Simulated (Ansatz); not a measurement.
**GaPHS (doublet): from Hartree-Fock to the top rungs, cc-pVDZ**

Aim: climb from Hartree-Fock through coupled cluster for GaPHS (doublet) at one geometry and basis, and see what each rung misses.

Method: cc-pVDZ, core rule «outside noble gas», up to 24 orbitals frozen; program: Ansatz 0.2.0, Gaussian basis.

Plan: UHF; CCSD(T) on ROHF; CCSD(T) on UHF; BCCD(T) on ROHF; CISD; CCSDT(Q) on ROHF; CCSDT(Q) on UHF.

27 further runs of the same task are left out: 6 for a known fault of the program, 9 that didn't finish, 12 set aside as unsound or not needed.

## (1) The geometry

The geometry is a PBE0/def2-TZVP stationary point (not a proven minimum). No spin-orbit coupling is included. The filled d shell of Ga may be among the frozen orbitals whatever the setting's name suggests; the logs give the count.

4 atoms, charge 0, spin multiplicity 2.

Atoms are counted from 1 here; the program's logs count them from 0.

Bond lengths: Ga1–P2 2.458 Å, P2–S3 2.082 Å, S3–H4 1.347 Å. Angles: Ga1–P2–S3 86.7°, P2–S3–H4 99.6°.

Geometry (Å):

```xyz
4
GaHPS
Ga    0.00000   -0.18107    1.25431
P     0.00000    1.13079   -0.82461
S     0.00000   -0.69092   -1.83330
H     0.00000   -0.24365   -3.10362
```

## (2) UHF

Contents of in.yaml:

```yaml
crystal:
  periodic: [false, false, false]
  atoms:
    - {symbol: Ga, position_ang: [0.000000, -0.181071, 1.254308]}
    - {symbol: P, position_ang: [0.000000, 1.130788, -0.824606]}
    - {symbol: S, position_ang: [0.000000, -0.690919, -1.833298]}
    - {symbol: H, position_ang: [0.000000, -0.243652, -3.103616]}
basis:
  gaussian: {orbitals: cc-pVDZ}
magnetization: {spin_polarized: true, initial_magnetization: 1}
hamiltonian: {xc: hf}
output: {orbitals: {seedname: orbitals}}
```

Started as:

```
ansatz run in.yaml --threads 1 --pin off --events-out ev --progress --plain --max-ram 2393MiB
```

Further steps of the session: CCSD(T) on ROHF; CCSD(T) on UHF; BCCD(T) on ROHF; CISD; CCSDT(Q) on ROHF; CCSDT(Q) on UHF.

Before running them: what should the planned runs give, taken together? Wanted: UCCSDT(Q) below the RHF energy; RMP2 from UCCSDT(Q); UMP2 from UCCSDT(Q); RCCSD from UCCSDT(Q); RCCSD(T) from UCCSDT(Q); UCCSD(T) from UCCSDT(Q); RCCSDT(Q) from UCCSDT(Q); T1 diagnostic.

**Answer**, as computed:

| quantity | value |
| --- | --- |
| UCCSDT(Q) below the RHF energy | -9.0291 eV |
| RMP2 from UCCSDT(Q) | +1498.0 meV |
| UMP2 from UCCSDT(Q) | +1526.4 meV |
| RCCSD from UCCSDT(Q) | +367.6 meV |
| RCCSD(T) from UCCSDT(Q) | +63.8 meV |
| UCCSD(T) from UCCSDT(Q) | +65.1 meV |
| RCCSDT(Q) from UCCSDT(Q) | +1.7 meV |
| levels within 1 kcal/mol (43 meV) | RCCSDT, UCCSDT, RCCSDT(Q) |
| T1 diagnostic | 0.025 |

In words: RCCSD(T) misses by +63.8 meV, 0.7 % of the correlation energy. These misses are within one basis, not against nature; the frozen cores of restricted and unrestricted runs differ, which can shift their rows.
